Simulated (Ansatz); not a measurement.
# LaS (Pm-3m): an equation of state far from equilibrium

The task here is to estimate one member of a computed series from the others.

Program: Ansatz 0.2.0. Level of theory: DFT PBEsol, scalar-relativistic, plane waves, PAW. These are calculated values, not measurements.

## The system as given

Symmetry: Pm-3m, No. 221, cubic system. Conventional cell: a = 3.519 Å, b = 3.519 Å, c = 3.519 Å, α = 90.00°, β = 90.00°, γ = 90.00°. La (site symmetry m-3m) has 8 S at 3.05 Å as nearest neighbours. S (site symmetry m-3m) has 8 La at 3.05 Å as nearest neighbours.

Coordinates:

```xyz
2
Lattice="3.5186 0.0000 0.0000 0.0000 3.5186 0.0000 0.0000 0.0000 3.5186" Properties=species:S:1:pos:R:3 pbc="T T T"
La    0.0000    0.0000    0.0000
S     1.7593    1.7593    1.7593
```

This cell comes from an earlier session at PBEsol: 21.781 Å³/atom at 0.00 GPa, on a 12×12×12 mesh.

Set-up of the first run:

Contents of input.yaml:

```yaml
crystal:
  lattice:
    - [3.471017869, 0.0, 0.0]
    - [0.0, 3.471017869, 0.0]
    - [0.0, 0.0, 3.471017869]
  atoms:
    - { symbol: La, position: [0.0, 0.0, 0.0] }
    - { symbol: S, position: [0.5, 0.5, 0.5] }
basis:
  ecutwfc: 420
  ecutrho_ratio: 4
kpoints:
  mp_grid: { grid: [14, 14, 14] }
hamiltonian:
  xc: pbesol
scf:
  occupations: { method: gaussian, width: 0.05 }
output:
  forces: true
  stress: true
  eigenvalues: true
```

On the command line:

```sh
> ansatz run input.yaml --threads 1 --pin off --max-ram 2560MiB --backend cpu --events-out ev --progress --plain --runs-dir out
```

Steps of the session up to this table: Volume × 0.96; Volume × 1.04; Volume × 0.92; Volume × 0.88; Volume × 0.84; Volume × 0.8; Volume × 0.76; Volume × 0.72.

One table of the session follows, with a row left open; its other results are not shown here.

```
volume (Å³/atom)  energy above the lowest (meV/atom)  pressure (GPa)
          15.682                               830.6            57.3
          16.553                               559.3            43.1
          17.424                                   ?               ?
          18.296                               211.2            22.4
          19.167                               110.6            14.9
          20.038                                46.5             8.9
          20.909                                12.0             4.0
          21.781                                 0.0             0.0
          22.652                                 9.1            -3.2
```

**Question.** Estimate the row for volume (Å³/atom) = 17.424.

Worked estimate for «energy above the lowest (meV/atom)». A straight line through the neighbours (16.553, 559.3) and (18.296, 211.2) gives 559.3 + (211.2 − 559.3) × (17.424 − 16.553) / (18.296 − 16.553) = 385.3; a parabola fitted to 4 rows on both sides gives 356.9.

**Answer.** energy above the lowest (meV/atom): 357.3; pressure (GPa): 31.6. In «energy above the lowest (meV/atom)» the line misses by +28.0 and the parabola by -0.4.

Limits of these values: The k mesh is not the same at all volumes. Other structures may be lower in enthalpy at these pressures.
